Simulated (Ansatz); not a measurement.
# C₃H₇BrSiZn: basis-set convergence

The task here is to estimate one member of a computed series from the others.

Computed with Ansatz 0.2.0, Gaussian basis. Level: one geometry, several basis sets.

Levels to be run: PBE0-D4/def2-SVP; ωB97M-V/def2-SVP; PBE0-D4/def2-QZVPP; ωB97M-V/def2-QZVPP; the functionals' def2-TZVPP values are taken from earlier runs.

**The relaxed structure**

The geometry comes from an earlier relaxation with PBE0-D4 in a triple-zeta def2 set; it is a stationary point, not always the lowest conformer.

SMILES `[SiH3][C]1(Br)C[CH2][Zn]1`, 13 atoms, charge 0, spin multiplicity 1.

Atoms are counted from 1 here; the program's logs count them from 0.

Bond lengths: Si1–C2 1.853 Å, Si1–H7 1.491 Å, Si1–H8 1.492 Å, Si1–H9 1.484 Å, C2–Br3 1.979 Å, C2–C4 1.541 Å, C2–Zn6 2.041 Å, C4–C5 1.544 Å, C4–H10 1.098 Å, C4–H11 1.096 Å, C5–Zn6 2.015 Å, C5–H12 1.087 Å, C5–H13 1.089 Å. Angles: C2–Si1–H7 113.3°, C2–Si1–H8 107.6°, C2–Si1–H9 109.7°, H7–Si1–H8 108.3°, H7–Si1–H9 108.5°, H8–Si1–H9 109.3°, Si1–C2–Br3 109.0°, Si1–C2–C4 120.4°, Si1–C2–Zn6 132.4°, Br3–C2–C4 109.6°, Br3–C2–Zn6 100.8°, C4–C2–Zn6 80.9°, C2–C4–C5 113.5°, C2–C4–H10 109.5°, C2–C4–H11 106.6°, C5–C4–H10 110.4°, C5–C4–H11 108.8°, H10–C4–H11 107.8° and more.

Coordinates:

```mol
C3H7BrSiZn
  3D, bonds by distance, orders not assigned

 13 13  0  0  0  0  0  0  0  0999 V2000
    0.1569   -2.0385    0.6141 Si  0  0
    0.1797   -0.1859    0.5812 C   0  0
    1.8079    0.4540    1.5072 Br  0  0
    0.0103    0.5712   -0.7497 C   0  0
   -0.5676    1.9930   -0.5795 C   0  0
   -1.1756    1.2182    1.1789 Zn  0  0
    1.3253   -2.6559   -0.0770 H   0  0
   -1.0871   -2.4868   -0.0772 H   0  0
    0.1349   -2.5148    2.0198 H   0  0
    0.9738    0.6108   -1.2748 H   0  0
   -0.6809   -0.0203   -1.3606 H   0  0
   -1.2671    2.2938   -1.3552 H   0  0
    0.1897    2.7612   -0.4273 H   0  0
  1  2  8  0
  2  3  8  0
  2  4  8  0
  4  5  8  0
  5  6  8  0
  1  7  8  0
  1  8  8  0
  1  9  8  0
  4 10  8  0
  4 11  8  0
  5 12  8  0
  5 13  8  0
  2  6  8  0
M  END
```

Set-up of the first run:

The input, in.yaml:

```yaml
crystal:
  periodic: [false, false, false]
  atoms:
    - {symbol: Si, position_ang: [0.156853, -2.038497, 0.614087]}
    - {symbol: C, position_ang: [0.179723, -0.185931, 0.581214]}
    - {symbol: Br, position_ang: [1.807920, 0.454025, 1.507226]}
    - {symbol: C, position_ang: [0.010259, 0.571192, -0.749654]}
    - {symbol: C, position_ang: [-0.567649, 1.993036, -0.579467]}
    - {symbol: Zn, position_ang: [-1.175611, 1.218171, 1.178924]}
    - {symbol: H, position_ang: [1.325263, -2.655887, -0.076983]}
    - {symbol: H, position_ang: [-1.087135, -2.486768, -0.077239]}
    - {symbol: H, position_ang: [0.134858, -2.514764, 2.019808]}
    - {symbol: H, position_ang: [0.973817, 0.610813, -1.274787]}
    - {symbol: H, position_ang: [-0.680863, -0.020340, -1.360578]}
    - {symbol: H, position_ang: [-1.267129, 2.293772, -1.355183]}
    - {symbol: H, position_ang: [0.189695, 2.761177, -0.427348]}
basis:
  gaussian: {orbitals: def2-SVP}
hamiltonian: {xc: pbe0, dispersion: d4}
output: {orbitals: {seedname: orbitals}}
```

Launch:

```bash
> ansatz run in.yaml --threads 2 --pin off --events-out ev --progress --plain --max-ram 22528MiB --backend cpu
```

Steps of the session up to this table: PBE0-D4 in def2-SVP; ωB97M-V in def2-SVP; PBE0-D4 in def2-QZVPP; ωB97M-V in def2-QZVPP.

One table of the session follows, with a row left open; its other results are not shown here.

It belongs to the step «Functionals by basis». 

| functional | basis | HOMO (eV) | LUMO (eV) |
| --- | --- | --- | --- |
| PBE0-D4 | def2-SVP | -6.05 | -2.30 |
| PBE0-D4 | def2-TZVPP | ? | ? |
| PBE0-D4 | def2-QZVPP | -6.23 | -2.51 |
| ωB97M-V | def2-SVP | -8.14 | -0.61 |
| ωB97M-V | def2-TZVPP | -8.32 | -0.88 |
| ωB97M-V | def2-QZVPP | -8.34 | -0.94 |

Q: Estimate the row for PBE0-D4, def2-TZVPP from the others.

As computed: HOMO (eV): -6.22; LUMO (eV): -2.50. In the column «HOMO (eV)» it lies between PBE0-D4, def2-QZVPP (-6.23) and PBE0-D4, def2-SVP (-6.05).
